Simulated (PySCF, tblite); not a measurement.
**C₂H₆OSe: dynamics, then NMR shifts on frames**

Aim: move C₂H₆OSe (`C[Se](C)=O`) away from its starting geometry and see how NMR shifts follow the geometry.

The runs use tblite 0.8.0 and PySCF 2.14.0, with density-fitted response routines of our own; the level of theory stands in each step. All values are computed, except where a source is named. Atoms count from 0, in the outputs and in this text.

### 1 The starting structure

10 atoms, charge 0, multiplicity 1; geometry from: GFN2-xTB.

Bonds of the start (Å): C0–Se1 1.97, Se1–C2 1.97, Se1–O3 1.60, C0–H4 1.09, C0–H5 1.08, C0–H6 1.09, C2–H7 1.09, C2–H8 1.09, C2–H9 1.08.

### 2 A short Langevin run with GFN2-xTB

Job settings and geometry (Å):

```
{"job": {"kind": "md", "xc": "GFN2-xTB", "basis": "xTB", "temperature": 300, "steps": 2000, "every": 50, "frames": 5}, "charge": 0, "multiplicity": 1}
C     -1.429204     0.230169    -0.284214
Se    -0.024927    -1.144124    -0.130182
C      1.469295     0.138329    -0.047334
O     -0.164069    -1.657435     1.378427
H     -2.387695    -0.284150    -0.253515
H     -1.323486     0.778591    -1.214055
H     -1.338480     0.887031     0.578881
H      1.284723     0.799194     0.797566
H      2.377047    -0.435462     0.128504
H      1.545680     0.692514    -0.976605
```

Level: GFN2-xTB Langevin dynamics, gas phase.

Started as:

```console
$ OMP_NUM_THREADS=1 python probes_run.py task.json out
```

This one command runs all jobs of the session in turn.

What it wrote:

```text
t/fs     T/K      E/eV
    0.0   254.2   -395.68470
   25.0   149.0   -395.49362
   50.0   168.1   -395.45809
   75.0   188.2   -395.44158
  100.0   218.6   -395.45177
  125.0   194.2   -395.46319
  150.0   172.8   -395.51405
  175.0   205.3   -395.41261
  200.0   226.9   -395.49082
  225.0   211.5   -395.43198
  250.0   263.1   -395.38517
  275.0   200.9   -395.42423
  300.0   215.8   -395.45581
  325.0   200.2   -395.50796
  350.0   172.0   -395.41696
  375.0   218.5   -395.48666
  400.0   239.5   -395.42774
  425.0   234.0   -395.44497
  450.0   268.6   -395.51371
  475.0   247.0   -395.39646
  500.0   293.0   -395.40282
  525.0   277.3   -395.46277
  550.0   172.0   -395.35677
  575.0   329.4   -395.52431
  600.0   232.1   -395.16276
  625.0   367.5   -395.40169
  650.0   293.2   -395.43186
  675.0   317.5   -395.34483
  700.0   334.8   -395.47091
  725.0   188.8   -395.36339
  750.0   278.7   -395.45326
  775.0   238.1   -395.37296
  800.0   236.0   -395.35477
  825.0   304.9   -395.29409
  850.0   306.0   -395.37340
  875.0   332.0   -395.44748
  900.0   229.7   -395.28289
  925.0   325.3   -395.26835
  950.0   275.9   -395.17617
  975.0   408.8   -395.15901
 1000.0   414.9   -395.33502
```

Run time: 6.7 s. Hardware: 1 thread, shared host.

Distance from the start (root mean square after alignment): 0 fs 0.00 Å, 200 fs 1.10 Å, 400 fs 0.89 Å, 600 fs 1.13 Å, 800 fs 0.78 Å, 1000 fs 1.11 Å.

Positions (Å) and forces (eV/Å) at 1000 fs:

```xyz
10

C    -2.547    0.123    0.586    1.714    1.461   -0.351
Se   -1.042   -0.958   -0.142   -0.051   -1.036   -0.022
C     0.514    0.238    0.116    1.257    0.003    0.741
O    -0.886   -2.049    1.049    0.120    0.525   -0.550
H    -3.300   -0.557    0.922   -0.203   -0.163    0.211
H    -2.900    0.842   -0.198    0.245   -0.570    0.921
H    -1.941    0.613    1.409   -1.312   -0.215   -0.571
H     1.379    0.104   -0.581   -0.943   -0.456    0.318
H     0.299    1.288    0.077   -0.564    0.469   -0.092
H     0.882    0.015    1.145   -0.263   -0.017   -0.605
```

### 3 Shielding tensors: 250 fs, PBE0/pcSseg-1

Job settings and geometry (Å):

```
{"job": {"kind": "nmr", "xc": "PBE0", "basis": "pcSseg-1", "pop": false}, "charge": 0, "multiplicity": 1}
C     -1.734800     0.130300    -0.001700
Se    -0.084300    -1.059500    -0.106100
C      1.166900     0.433800     0.039700
O      0.072500    -1.873500     1.246800
H     -2.669200    -0.375100     0.236900
H     -1.966600     0.537400    -0.977200
H     -1.540100     0.905100     0.729800
H      2.075800     0.251000    -0.500100
H      0.791400     1.373700    -0.278800
H      1.230400     0.454800     1.141300
```

With the program's defaults for keys left out, this is: GIAO PBE0/pcSseg-1 NMR shielding, non-relativistic, gas phase.

What it wrote:

```text
coarse grid: 37704 points
cycle   1  E = -2555.5871845935  dE = -4.974e-01  |g| = 1.210e+00  |ddm| = 3.045e+00
cycle   2  E = -2554.0343984138  dE =  1.553e+00  |g| = 2.831e+00  |ddm| = 4.242e+00
cycle   3  E = -2555.7227846144  dE = -1.688e+00  |g| = 5.336e-01  |ddm| = 3.981e+00
cycle   4  E = -2555.7800788438  dE = -5.729e-02  |g| = 1.934e-01  |ddm| = 6.426e-01
cycle   5  E = -2555.7875072243  dE = -7.428e-03  |g| = 3.745e-02  |ddm| = 2.154e-01
cycle   6  E = -2555.7878416219  dE = -3.344e-04  |g| = 1.006e-02  |ddm| = 4.573e-02
cycle   7  E = -2555.7878662953  dE = -2.467e-05  |g| = 3.736e-03  |ddm| = 1.322e-02
cycle   8  E = -2555.7878700501  dE = -3.755e-06  |g| = 5.442e-04  |ddm| = 4.417e-03
final grid: 78936 points
cycle   9  E = -2555.7878333963  dE =  4.201e-08  |g| = 8.091e-04  |ddm| = 1.469e-03
cycle  10  E = -2555.7878330417  dE =  3.547e-07  |g| = 1.548e-03  |ddm| = 1.896e-03
cycle  11  E = -2555.7878335405  dE = -4.988e-07  |g| = 2.204e-04  |ddm| = 1.333e-03
cycle  12  E = -2555.7878335514  dE = -1.096e-08  |g| = 3.214e-05  |ddm| = 2.299e-04
cycle  13  E = -2555.7878335516  dE = -2.319e-10  |g| = 3.553e-06  |ddm| = 2.980e-05
converged SCF energy = -2555.7878335516

GIAO shielding tensors (ppm)
atom      isotropic    diamagn.    paramagn.     s11        s22        s33       span
  0 C      145.831     249.333    -103.503    106.347    137.890    193.256     86.909
  1 Se     923.699    2992.085   -2068.385    475.636    730.512   1564.950   1089.314
  2 C      145.175     252.030    -106.855    106.266    137.742    191.518     85.252
  3 O      220.161     400.766    -180.605     10.208    215.901    434.374    424.166
  4 H       29.437      28.656       0.781     25.862     26.717     35.734      9.872
  5 H       30.178      30.246      -0.068     26.225     27.403     36.907     10.682
  6 H       29.503      30.461      -0.958     25.550     28.028     34.930      9.380
  7 H       29.086      29.787      -0.701     25.227     26.533     35.498     10.270
  8 H       30.126      31.978      -1.852     25.976     28.042     36.359     10.382
  9 H       29.133      29.473      -0.339     26.263     27.152     33.985      7.723
```

It took 8 s on 1 thread, shared host.

Shifts follow as δ = σ(reference) − σ, with reference shieldings (ppm) from runs at the same level and on the same kind of geometry: 1H TMS 31.72, 13C TMS 186.9, 17O H2O 336.1, 77Se Me2Se 1758. The references are single molecules in the gas phase, so shifts against H2O, NH3, PH3, H3PO4 or CFCl3 are not on the usual liquid scales and can be off by tens of ppm. Each atom is listed at this fixed geometry, with no averaging over motion; a spectrum would average atoms that exchange fast.

```csv
atoms,environment,σ (ppm),δ (ppm)
C2,methyl carbon bonded to Se,145.2,41.7
C0,methyl carbon bonded to Se,145.8,41.1
H7,hydrogen on a methyl carbon bonded to Se,29.09,2.63
H9,hydrogen on a methyl carbon bonded to Se,29.13,2.58
H4,hydrogen on a methyl carbon bonded to Se,29.44,2.28
H6,hydrogen on a methyl carbon bonded to Se,29.50,2.21
H8,hydrogen on a methyl carbon bonded to Se,30.13,1.59
H5,hydrogen on a methyl carbon bonded to Se,30.18,1.54
Se1,"selenium bonded to 2 C, O",924,835
O3,oxygen bonded to Se,220.2,115.9
```

### 4 Shielding tensors: 425 fs, PBE0/pcSseg-1

Job settings and geometry (Å):

```
{"job": {"kind": "nmr", "xc": "PBE0", "basis": "pcSseg-1", "pop": false}, "charge": 0, "multiplicity": 1}
C     -1.590800     0.121300     0.424300
Se    -0.156700    -1.168500    -0.120700
C      1.230500     0.345500    -0.014500
O     -0.145300    -1.959700     1.264800
H     -2.451100    -0.503600     0.447500
H     -1.763400     0.875300    -0.333400
H     -1.402300     0.500500     1.407000
H      2.189800    -0.171800     0.107300
H      1.178000     0.938100    -0.903200
H      1.015000     0.976300     0.860900
```

Level: GIAO PBE0/pcSseg-1 NMR shielding, non-relativistic, gas phase.

What it wrote:

```text
coarse grid: 37704 points
cycle   1  E = -2555.5790744218  dE = -5.474e-01  |g| = 1.228e+00  |ddm| = 2.999e+00
cycle   2  E = -2553.6902199822  dE =  1.889e+00  |g| = 3.013e+00  |ddm| = 4.189e+00
cycle   3  E = -2555.7130200092  dE = -2.023e+00  |g| = 5.765e-01  |ddm| = 3.951e+00
cycle   4  E = -2555.7791539048  dE = -6.613e-02  |g| = 2.237e-01  |ddm| = 6.824e-01
cycle   5  E = -2555.7894773882  dE = -1.032e-02  |g| = 4.773e-02  |ddm| = 2.532e-01
cycle   6  E = -2555.7900686575  dE = -5.913e-04  |g| = 1.104e-02  |ddm| = 5.710e-02
cycle   7  E = -2555.7901005347  dE = -3.188e-05  |g| = 3.193e-03  |ddm| = 1.424e-02
cycle   8  E = -2555.7901029578  dE = -2.423e-06  |g| = 9.437e-04  |ddm| = 3.638e-03
final grid: 78936 points
cycle   9  E = -2555.7901108716  dE =  2.728e-07  |g| = 1.505e-03  |ddm| = 2.442e-03
cycle  10  E = -2555.7901096509  dE =  1.221e-06  |g| = 2.811e-03  |ddm| = 3.522e-03
cycle  11  E = -2555.7901113922  dE = -1.741e-06  |g| = 4.447e-04  |ddm| = 2.394e-03
cycle  12  E = -2555.7901114355  dE = -4.324e-08  |g| = 3.159e-05  |ddm| = 3.868e-04
cycle  13  E = -2555.7901114357  dE = -1.910e-10  |g| = 3.649e-06  |ddm| = 2.671e-05
converged SCF energy = -2555.7901114357

GIAO shielding tensors (ppm)
atom      isotropic    diamagn.    paramagn.     s11        s22        s33       span
  0 C      139.497     248.803    -109.306    102.867    126.418    189.205     86.338
  1 Se     909.592    2993.521   -2083.929    399.569    665.948   1663.257   1263.688
  2 C      138.707     250.616    -111.910    108.445    122.225    185.449     77.004
  3 O      222.351     400.909    -178.559    -26.231    252.447    440.836    467.066
  4 H       29.595      29.711      -0.116     25.762     27.511     35.512      9.749
  5 H       29.762      30.186      -0.424     25.827     26.536     36.924     11.097
  6 H       29.754      30.581      -0.826     26.886     28.114     34.263      7.377
  7 H       28.937      28.962      -0.025     25.432     26.565     34.814      9.381
  8 H       30.070      30.789      -0.719     26.858     26.909     36.443      9.584
  9 H       28.922      30.482      -1.560     25.596     27.771     33.398      7.802
```

It took 7.7 s on 1 thread, shared host.

In short: δ C2 48.2, C0 47.4, Se1 849, O3 113.7, H9 2.80, H7 2.78 ppm.

### 5 NMR shieldings: 625 fs, PBE0/pcSseg-1

Job settings and geometry (Å):

```
{"job": {"kind": "nmr", "xc": "PBE0", "basis": "pcSseg-1", "pop": false}, "charge": 0, "multiplicity": 1}
C     -1.537500     0.366400     0.657500
Se    -0.469000    -1.167600    -0.041200
C      1.231300    -0.203200    -0.025900
O     -0.274400    -2.245900     1.085900
H     -2.440700    -0.067200     1.108000
H     -1.722000     0.926700    -0.202900
H     -0.884600     0.866500     1.405000
H      1.668500    -0.317200    -0.963300
H      1.081400     0.860500     0.240600
H      1.896800    -0.676300     0.755100
```

Method: GIAO PBE0/pcSseg-1 NMR shielding, non-relativistic, gas phase.

What it wrote:

```text
coarse grid: 37704 points
cycle   1  E = -2555.5852048779  dE = -4.551e-01  |g| = 1.213e+00  |ddm| = 3.051e+00
cycle   2  E = -2554.0666371956  dE =  1.519e+00  |g| = 2.806e+00  |ddm| = 4.330e+00
cycle   3  E = -2555.7270892091  dE = -1.660e+00  |g| = 5.145e-01  |ddm| = 4.053e+00
cycle   4  E = -2555.7793920826  dE = -5.230e-02  |g| = 1.921e-01  |ddm| = 6.143e-01
cycle   5  E = -2555.7866281078  dE = -7.236e-03  |g| = 3.694e-02  |ddm| = 2.081e-01
cycle   6  E = -2555.7869607830  dE = -3.327e-04  |g| = 8.673e-03  |ddm| = 4.554e-02
cycle   7  E = -2555.7869801003  dE = -1.932e-05  |g| = 2.825e-03  |ddm| = 1.274e-02
cycle   8  E = -2555.7869821580  dE = -2.058e-06  |g| = 6.732e-04  |ddm| = 3.218e-03
final grid: 78936 points
cycle   9  E = -2555.7870171941  dE =  8.237e-08  |g| = 9.734e-04  |ddm| = 1.691e-03
cycle  10  E = -2555.7870167962  dE =  3.979e-07  |g| = 1.654e-03  |ddm| = 2.201e-03
cycle  11  E = -2555.7870174188  dE = -6.226e-07  |g| = 2.678e-04  |ddm| = 1.466e-03
cycle  12  E = -2555.7870174337  dE = -1.482e-08  |g| = 2.436e-05  |ddm| = 2.447e-04
cycle  13  E = -2555.7870174338  dE = -1.291e-10  |g| = 4.026e-06  |ddm| = 2.552e-05
converged SCF energy = -2555.7870174338

GIAO shielding tensors (ppm)
atom      isotropic    diamagn.    paramagn.     s11        s22        s33       span
  0 C      141.302     252.449    -111.146    107.817    132.720    183.369     75.552
  1 Se     951.328    2993.394   -2042.065    539.756    723.179   1591.049   1051.292
  2 C      141.267     251.270    -110.004     91.687    138.709    193.404    101.716
  3 O      242.880     400.895    -158.015     16.087    235.555    476.998    460.911
  4 H       29.138      28.559       0.579     25.656     26.682     35.076      9.420
  5 H       30.739      31.737      -0.997     27.372     27.897     36.949      9.576
  6 H       28.604      29.931      -1.327     24.874     27.653     33.285      8.411
  7 H       29.754      31.276      -1.522     25.758     27.409     36.095     10.337
  8 H       28.962      30.802      -1.840     24.754     27.589     34.545      9.791
  9 H       28.722      28.573       0.149     25.843     26.284     34.039      8.197
```

It took 7.7 s on 1 thread, shared host.

In short: δ C2 45.7, C0 45.6, Se1 807, O3 93.2, H6 3.11, H9 2.99 ppm.

### 6 Nuclear shieldings: 800 fs, PBE0/pcSseg-1

Job settings and geometry (Å):

```
{"job": {"kind": "nmr", "xc": "PBE0", "basis": "pcSseg-1", "pop": false}, "charge": 0, "multiplicity": 1}
C     -1.842400     0.376800     0.636500
Se    -0.811400    -1.116300    -0.043900
C      0.928500    -0.123100     0.067600
O     -0.790700    -2.132300     1.214300
H     -2.845000     0.067400     0.833500
H     -1.605900     1.112800    -0.075400
H     -1.441000     0.740000     1.614000
H      1.640000    -0.900500     0.386900
H      1.140800     0.465600    -0.863800
H      0.835700     0.629500     0.896100
```

With the program's defaults for keys left out, this is: GIAO PBE0/pcSseg-1 NMR shielding, non-relativistic, gas phase.

What it wrote:

```text
coarse grid: 37704 points
cycle   1  E = -2555.5762373258  dE = -5.331e-01  |g| = 1.227e+00  |ddm| = 3.008e+00
cycle   2  E = -2553.5445158084  dE =  2.032e+00  |g| = 3.084e+00  |ddm| = 5.083e+00
cycle   3  E = -2555.7225659349  dE = -2.178e+00  |g| = 5.403e-01  |ddm| = 4.834e+00
cycle   4  E = -2555.7796333946  dE = -5.707e-02  |g| = 2.171e-01  |ddm| = 6.578e-01
cycle   5  E = -2555.7887838709  dE = -9.150e-03  |g| = 4.447e-02  |ddm| = 2.294e-01
cycle   6  E = -2555.7892620760  dE = -4.782e-04  |g| = 1.171e-02  |ddm| = 5.145e-02
cycle   7  E = -2555.7892957688  dE = -3.369e-05  |g| = 4.179e-03  |ddm| = 1.520e-02
cycle   8  E = -2555.7893002036  dE = -4.435e-06  |g| = 9.127e-04  |ddm| = 4.662e-03
final grid: 78936 points
cycle   9  E = -2555.7893785484  dE =  2.921e-07  |g| = 1.574e-03  |ddm| = 2.449e-03
cycle  10  E = -2555.7893769770  dE =  1.571e-06  |g| = 3.196e-03  |ddm| = 3.894e-03
cycle  11  E = -2555.7893790823  dE = -2.105e-06  |g| = 3.745e-04  |ddm| = 2.732e-03
cycle  12  E = -2555.7893791153  dE = -3.301e-08  |g| = 3.845e-05  |ddm| = 3.608e-04
cycle  13  E = -2555.7893791156  dE = -3.001e-10  |g| = 5.500e-06  |ddm| = 3.599e-05
converged SCF energy = -2555.7893791156

GIAO shielding tensors (ppm)
atom      isotropic    diamagn.    paramagn.     s11        s22        s33       span
  0 C      145.844     252.961    -107.117    114.852    134.762    187.917     73.064
  1 Se     931.020    2993.416   -2062.396    496.486    707.147   1589.427   1092.941
  2 C      136.784     251.675    -114.891    106.407    118.689    185.256     78.849
  3 O      222.734     399.892    -177.159     18.054    214.948    435.199    417.144
  4 H       29.389      29.260       0.130     24.869     27.218     36.081     11.212
  5 H       30.619      31.877      -1.258     26.495     27.679     37.683     11.188
  6 H       29.025      30.041      -1.016     25.637     27.566     33.873      8.236
  7 H       28.844      29.220      -0.376     25.544     26.325     34.664      9.119
  8 H       28.458      29.205      -0.747     25.023     25.313     35.036     10.013
  9 H       28.589      30.727      -2.138     25.342     27.595     32.831      7.488
```

It took 7.8 s on 1 thread, shared host.

In short: δ C2 50.1, C0 41.1, Se1 827, O3 113.3, H8 3.26, H9 3.13 ppm.

### 7 Shielding tensors: 1000 fs, PBE0/pcSseg-1

Job settings and geometry (Å):

```
{"job": {"kind": "nmr", "xc": "PBE0", "basis": "pcSseg-1", "pop": false}, "charge": 0, "multiplicity": 1}
C     -2.546600     0.123500     0.585500
Se    -1.042200    -0.958000    -0.142300
C      0.513800     0.237600     0.115900
O     -0.886500    -2.049000     1.049400
H     -3.300300    -0.557100     0.922500
H     -2.900100     0.841900    -0.197600
H     -1.940800     0.612700     1.408700
H      1.378600     0.104000    -0.580500
H      0.299400     1.287600     0.077000
H      0.882000     0.014800     1.144900
```

With the program's defaults for keys left out, this is: GIAO PBE0/pcSseg-1 NMR shielding, non-relativistic, gas phase.

What it wrote:

```text
coarse grid: 37704 points
cycle   1  E = -2555.5739287869  dE = -5.879e-01  |g| = 1.226e+00  |ddm| = 2.992e+00
cycle   2  E = -2553.2790295760  dE =  2.295e+00  |g| = 3.208e+00  |ddm| = 5.251e+00
cycle   3  E = -2555.7167616353  dE = -2.438e+00  |g| = 5.516e-01  |ddm| = 5.023e+00
cycle   4  E = -2555.7769592528  dE = -6.020e-02  |g| = 2.228e-01  |ddm| = 6.928e-01
cycle   5  E = -2555.7864677543  dE = -9.509e-03  |g| = 4.475e-02  |ddm| = 2.358e-01
cycle   6  E = -2555.7869510669  dE = -4.833e-04  |g| = 1.094e-02  |ddm| = 5.138e-02
cycle   7  E = -2555.7869823778  dE = -3.131e-05  |g| = 3.146e-03  |ddm| = 1.558e-02
cycle   8  E = -2555.7869846569  dE = -2.279e-06  |g| = 1.141e-03  |ddm| = 3.791e-03
final grid: 78936 points
cycle   9  E = -2555.7869884767  dE =  4.224e-07  |g| = 1.830e-03  |ddm| = 2.999e-03
cycle  10  E = -2555.7869868995  dE =  1.577e-06  |g| = 3.227e-03  |ddm| = 4.264e-03
cycle  11  E = -2555.7869892689  dE = -2.369e-06  |g| = 4.997e-04  |ddm| = 2.850e-03
cycle  12  E = -2555.7869893221  dE = -5.327e-08  |g| = 3.391e-05  |ddm| = 4.555e-04
cycle  13  E = -2555.7869893224  dE = -2.551e-10  |g| = 6.778e-06  |ddm| = 3.801e-05
converged SCF energy = -2555.7869893224

GIAO shielding tensors (ppm)
atom      isotropic    diamagn.    paramagn.     s11        s22        s33       span
  0 C      142.068     254.653    -112.586     99.823    145.007    181.373     81.551
  1 Se     873.033    2992.706   -2119.673    611.812    634.093   1373.194    761.383
  2 C      142.813     251.277    -108.464    101.175    133.445    193.819     92.644
  3 O      201.064     400.686    -199.622    -17.708    198.978    421.920    439.628
  4 H       29.730      29.376       0.353     26.111     27.688     35.390      9.278
  5 H       28.824      28.975      -0.151     24.715     25.839     35.917     11.201
  6 H       27.595      29.217      -1.622     23.201     27.093     32.492      9.291
  7 H       28.198      29.273      -1.074     24.602     25.433     34.560      9.958
  8 H       29.848      31.581      -1.733     25.851     27.109     36.584     10.733
  9 H       29.220      29.776      -0.556     25.904     27.130     34.627      8.722
```

It took 7.7 s on 1 thread, shared host.

Key values: δ C0 44.9, C2 44.1, Se1 885, O3 135.0, H6 4.12, H7 3.52 ppm.

### 8 Run by run: NMR shifts

Shifts (ppm) of some atoms, chosen among heavy atoms and hydrogens apart, with basis size and wall time:

```csv
frame,C2,C0,H6,H8,H5,Se1,O3,functions,time
250 fs,41.7,41.1,2.21,1.59,1.54,835,115.9,122,8 s
425 fs,48.2,47.4,1.96,1.65,1.95,849,113.7,122,7.7 s
625 fs,45.7,45.6,3.11,2.75,0.98,807,93.2,122,7.7 s
800 fs,50.1,41.1,2.69,3.26,1.10,827,113.3,122,7.8 s
1000 fs,44.1,44.9,4.12,1.87,2.89,885,135.0,122,7.7 s
```

### 9 What came out

| quantity | value |
| --- | --- |
| thermostat | 300 K |
| mean temperature, second half | 293 K |
| mean potential energy above the minimum | 0.33 eV |
| 13C shifts against TMS (PBE0/pcSseg-1, 250 fs) | 41.7, 41.1 ppm |
| 1H shifts against TMS (PBE0/pcSseg-1, 250 fs) | 2.63, 2.58, 2.28, 2.21, 1.59, 1.54 ppm |
| 77Se shifts against Me2Se (PBE0/pcSseg-1, 250 fs) | 835 ppm |
| 17O shifts against H2O (PBE0/pcSseg-1, 250 fs) | 115.9 ppm |
| range of the shift of Se1 | 807 to 885 ppm |

In words: In the second half the potential energy averages 0.33 eV above the minimum; equipartition over 24 harmonic modes at 300 K would give 0.31 eV. With 10 atoms the temperature swings widely (149 to 415 K). Shifts at one fixed geometry are not the observed spectrum, which averages over the motion. In the first frame run (250 fs): The widest tensor belongs to Se1: span 1089 ppm, with a paramagnetic part of -2068 ppm. In ppm, Se1 moves most: its shift spreads over 78 ppm, from 807 (625 fs) to 885 (1000 fs). Spin-orbit coupling is left out, which matters for shieldings and couplings at and beside the heavy atoms.
